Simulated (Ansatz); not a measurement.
## FH2O2Si, SMILES [O][SiH](O)F: vertical spin-state energies, step by step

Computed with the Python package of Ansatz (0.2.0).

Typed at the interpreter:
```pycon
>>> import ansatz as az
>>> geometry_ang = [
...     ("O", [-1.0488, -1.4594, 0.1196]),
...     ("Si", [0.0964, -0.2025, 0.2951]),
...     ("O", [-0.3751, 1.1891, -0.6264]),
...     ("F", [0.3024, 0.2251, 1.9219]),
...     ("H", [1.3965, -0.7158, -0.1999]),
...     ("H", [-0.3293, 0.8995, -1.5564]),
... ]
>>> mol = az.Crystal.molecule()
>>> for symbol, xyz in geometry_ang:
...     mol = mol.atom(symbol, xyz)
...
>>> setup = (
...     mol.calculation()
...     .basis(gaussian="def2-SVP")
...     .functional("pbe0", dispersion="d4")
... )
>>> found = {}
>>> for unpaired in [1, 3]:
...     summary = setup.spin("collinear", total=unpaired).run().report
...     s = unpaired / 2
...     found[unpaired] = summary["free_energy_ev"]
...     print(f"2S+1 = {unpaired + 1}: E = {found[unpaired]:.5f} eV, <S^2> = {abs(summary['mean_field']['state']['spin_squared']):.3f} (pure state {s * (s + 1):.2f})")
...
2S+1 = 2: E = -14704.11680 eV, <S^2> = 0.753 (pure state 0.75)
2S+1 = 4: E = -14696.49056 eV, <S^2> = 3.760 (pure state 3.75)
>>> lowest = min(found, key=found.get)
>>> for unpaired, e in found.items():
...     print(f"multiplicity {unpaired + 1}: {23.060548 * (e - found[lowest]):.1f} kcal/mol above the lowest")
...
multiplicity 2: 0.0 kcal/mol above the lowest
multiplicity 4: 175.9 kcal/mol above the lowest
```

In order: multiplicity 2 (+0.00 eV) and multiplicity 4 (+7.63 eV), all at the one geometry.

Reading the output:
- Total energies depend on the basis set; only differences at equal settings carry meaning.
- The geometry is a force-field or estimated start, not a minimum of this method, and the basis set is short of its limit. All parts are taken at fixed geometry, without zero-point energy.
- The species is open-shell (spin multiplicity 2).
- Run time: 15 s on 1 thread of Arm Neoverse V1, on a shared host, peak memory 0.23 GiB.

(Lines on the test bed's own set-up are left out of the output.)
